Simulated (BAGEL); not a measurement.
**GePH3Cl− (SMILES [PH2][GeH-][Cl]): levels of theory compared**

Aim: a comparison of 4 runs (B3LYP/6-31G*, B3LYP/cc-pVDZ, PBE0/cc-pVDZ, RI-MP2/cc-pVDZ) of GePH3Cl−. 

Program for the calculation: BAGEL 1.2.2.

## Step 1: Starting point

GePH3Cl− has 6 atoms, charge -1, and is taken as a singlet. SMILES: `[PH2][GeH-][Cl]`. Geometry: a GFN2-xTB relaxation, a rough one for these elements and not checked as a minimum. This is one conformer, not always the lowest.

Bond lengths: P1–Ge2 2.424 Å, Ge2–Cl3 2.303 Å, P1–H4 1.382 Å, P1–H5 1.370 Å, Ge2–H6 1.695 Å. Angles: P1–Ge2–Cl3 99.8°, P1–Ge2–H6 87.6°, Cl3–Ge2–H6 92.5°, Ge2–P1–H4 93.8°, Ge2–P1–H5 95.6°, H4–P1–H5 91.3°.

## Step 2: The energy at B3LYP/6-31G(d) (density fitting with qzvpp-jkfit, spherical functions) (run 1)

The input, job.json:

```json
{ "bagel" : [

{
  "title" : "molecule",
  "basis" : "6-31gs.json",
  "df_basis" : "qzvpp-jkfit",
  "angstrom" : "true",
  "geometry" : [
    { "atom" : "P", "xyz" : [   -0.279080,    0.005500,   -1.357530 ] },
    { "atom" : "Ge", "xyz" : [    0.680280,   -0.990620,    0.633140 ] },
    { "atom" : "Cl", "xyz" : [   -0.210770,    0.402310,    2.235800 ] },
    { "atom" : "H", "xyz" : [   -1.514720,   -0.585650,   -1.170460 ] },
    { "atom" : "H", "xyz" : [   -0.701340,    1.154480,   -0.741550 ] },
    { "atom" : "H", "xyz" : [    2.025620,    0.013980,    0.400600 ] }
  ]
},
{ "title" : "ks", "xc_func" : "b3lyp", "charge" : -1 },
{ "title" : "print", "file" : "orbitals.molden", "orbitals" : "true" }

]}
```

The basis set 6-31G* is read from a file made from the Basis Set Exchange's data (not shown).

The run is started by

```sh
$ BAGEL_NUM_THREADS=1 BAGEL job.json > job.out
```

Standard output:

```text
* using 1 threads per process

  ===============================================================
  ===============================================================

  *** Geometry ***

[... 19 lines left out ...]
    * Removing 9856 points whose weight is below 1.00e-10
[... 2 lines left out ...]
  === Nuclear Repulsion ===
   312.0539252966

       - DIIS with orbital gradients will be used.

  === KS iteration (b3lyp / 6-31gs.json) ===
      0      -2786.88567016          0.12377839           0.35
      1      -2579.10561311          0.18924992           0.34
      2      -2645.43155019          0.08034320           0.33
[... 21 lines of this table left out ...]
     24      -2880.20443544          0.00000000           0.34
    * SCF iteration converged.

    * Permanent dipole moment:
           (    0.172931,     0.248521,     0.147183) a.u.

    * METHOD: KS                                   8.64

    * METHOD: PRINT                                0.01

  ===============================================================
```

Run time: 9.3 s. Hardware: 1 thread of Arm Neoverse V2, shared host; peak memory 0.35 GiB.

## Step 3: A single-point energy at B3LYP/cc-pVDZ (density fitting with qzvpp-jkfit) (run 2)

The input, dft.json:

```json
{ "bagel" : [

{
  "title" : "molecule",
  "basis" : "cc-pvdz.json",
  "df_basis" : "qzvpp-jkfit",
  "angstrom" : true,
  "geometry" : [
    { "atom" : "P", "xyz" : [      -0.279080,       0.005500,      -1.357530 ] },
    { "atom" : "Ge", "xyz" : [       0.680280,      -0.990620,       0.633140 ] },
    { "atom" : "Cl", "xyz" : [      -0.210770,       0.402310,       2.235800 ] },
    { "atom" : "H", "xyz" : [      -1.514720,      -0.585650,      -1.170460 ] },
    { "atom" : "H", "xyz" : [      -0.701340,       1.154480,      -0.741550 ] },
    { "atom" : "H", "xyz" : [       2.025620,       0.013980,       0.400600 ] }
  ]
},

{
  "title" : "ks",
  "xc_func" : "b3lyp",
  "charge" : -1
},

{
  "title" : "print",
  "file" : "orbitals.molden",
  "orbitals" : true
}

]}
```

The basis set cc-pVDZ is read from a file made from the Basis Set Exchange's data (not shown).

The run is started by

```sh
$ BAGEL_NUM_THREADS=1 BAGEL dft.json > dft.out
```

Standard output:

```text
* using 1 threads per process

  ===============================================================
  ===============================================================

  *** Geometry ***

[... 19 lines left out ...]
    * Removing 9856 points whose weight is below 1.00e-10
[... 2 lines left out ...]
  === Nuclear Repulsion ===
   312.0539252966

       - DIIS with orbital gradients will be used.

  === KS iteration (b3lyp / cc-pvdz.json) ===
      0      -2859.16972201          0.08440591           0.37
      1      -2743.09103711          0.18026572           0.35
      2      -2732.04154957          0.08277519           0.35
[... 19 lines of this table left out ...]
     22      -2880.50168067          0.00000001           0.36
    * SCF iteration converged.

    * Permanent dipole moment:
           (    0.162394,     0.363421,     0.144150) a.u.

    * METHOD: KS                                   8.45

    * METHOD: PRINT                                0.01

  ===============================================================
```

Wall time 9 s (1 thread of Arm Neoverse V2, shared host); peak memory 0.36 GiB.

Run 3 isn't shown in full; the table further down has it.

## Step 4: A single-point energy at RI-MP2/cc-pVDZ (density fitting with qzvpp-jkfit) (run 4)

The input, mp2.json:

```json
{ "bagel" : [

{
  "title" : "molecule",
  "basis" : "cc-pvdz.json",
  "df_basis" : "qzvpp-jkfit",
  "angstrom" : true,
  "geometry" : [
    { "atom" : "P", "xyz" : [      -0.279080,       0.005500,      -1.357530 ] },
    { "atom" : "Ge", "xyz" : [       0.680280,      -0.990620,       0.633140 ] },
    { "atom" : "Cl", "xyz" : [      -0.210770,       0.402310,       2.235800 ] },
    { "atom" : "H", "xyz" : [      -1.514720,      -0.585650,      -1.170460 ] },
    { "atom" : "H", "xyz" : [      -0.701340,       1.154480,      -0.741550 ] },
    { "atom" : "H", "xyz" : [       2.025620,       0.013980,       0.400600 ] }
  ]
},

{ "title" : "hf", "charge" : -1 },

{ "title" : "mp2", "charge" : -1, "ncore" : 19 }

]}
```

The basis set cc-pVDZ is read from a file made from the Basis Set Exchange's data (not shown).

The run is started by

```sh
$ BAGEL_NUM_THREADS=1 BAGEL mp2.json > mp2.out
```

Standard output:

```text
* using 1 threads per process

  ===============================================================
  ===============================================================

  *** Geometry ***

[... 30 lines left out ...]
    * SCF iteration converged.
[... 1 line left out ...]
    * Permanent dipole moment:
[... 2 lines left out ...]
    * METHOD: HF                                   1.76

  *** RHF ***

  === Nuclear Repulsion ===
   312.0539252966

      * DIIS with orbital gradients will be used.

  === RHF iteration (cc-pvdz.json) ===
      0      -2877.38978727          0.00000000           0.11
    * SCF iteration converged.

    * Permanent dipole moment:
           (    0.154374,     0.357811,     0.255256) a.u.

  === DF-MP2 calculation ===

    * freezing 19 orbitals
    * 3-index integral transformation done
    * assembly done

      MP2 correlation energy:   -0.3723582928      0.04

      MP2 total energy:       -2877.7621455616

    * METHOD: MP2                                  0.28

  ===============================================================
```

Wall time 2.5 s (1 thread of Arm Neoverse V2, shared host).

## Step 5: All runs side by side

```
run                                                                 level  frozen core orbitals   energy (Eh)  HOMO energy (eV)  LUMO energy (eV)  HOMO–LUMO gap (eV)  wall time
  1  B3LYP/6-31G* (density fitting with qzvpp-jkfit, spherical functions)                     –  -2880.204435             -0.71              4.30                5.02      9.3 s
  2                      B3LYP/cc-pVDZ (density fitting with qzvpp-jkfit)                     –  -2880.501681             -0.61              4.59                5.21        9 s
  3                       PBE0/cc-pVDZ (density fitting with qzvpp-jkfit)                     –  -2879.877029             -0.86              4.71                5.57        9 s
  4                     RI-MP2/cc-pVDZ (density fitting with qzvpp-jkfit)                    19  -2877.762146                 –                 –                   –      2.5 s
```

## Step 6: Summary of results

| quantity | value |
| --- | --- |
| run 4: total energy | -2877.76215 Eh |
| run 4: correlation energy (19 core orbitals frozen) | -372.4 mEh |

**Reading.** Over runs 1, 2, 3 the HOMO–LUMO gap runs from 5.02 eV (B3LYP/6-31G*) to 5.57 eV (PBE0/cc-pVDZ). The two ends differ in method and basis. The empty levels of an anion lie above zero and hang on the basis. Totals of different functionals can't be ranked against each other. All runs together took 30 s, the longest 9.3 s.
